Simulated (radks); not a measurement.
# B⁴⁺ in 1s0.5 2p0.5: an all-electron calculation

The task here is to estimate one member of a computed series from the others.

Method: scalar-relativistic Kohn-Sham, SCAN, spin-unpolarised, spherical densities, finite nucleus. Code: radks (a radial shooting solver on a logarithmic mesh, Libxc functionals) version 1.

## The atom as given

```
element            : boron (Z = 5)
charge             : +4
electrons          : 1
configuration      : 1s0.5 2p0.5
nuclear rms radius : 2.406 fm
```

The first run:

Input:

```text
Z 5
configuration 1s0.5 2p0.5 2s0 3p0 3d0
relativity scalar-relativistic
functional scan,scan
spin unpolarised
nucleus finite rms 2.406 fm
c 137.035999084
```

The run is started by

```sh
$ python run_ks.py task.json out
```

All runs below come from this command, one after another.

One of the session's tables, all rows but one given; the rest of the session is left out.

It belongs to the step «Shells». Sizes of the orbitals, from the radial functions (bohr):

| level | <r> | outermost maximum (interpolated) | 90 % within |
| --- | --- | --- | --- |
| 1s | ? | ? | ? |
| 2s | 1.259 | 1.09 | 1.92 |
| 2p | 1.084 | 0.867 | 1.74 |
| 3d | 2.333 | 1.98 | 3.53 |

Q: Estimate the row for 1s from the others.

As computed: <r>: 0.2992; outermost maximum (interpolated): 0.199; 90 % within: 0.531. In the column «<r>» it is the lowest.
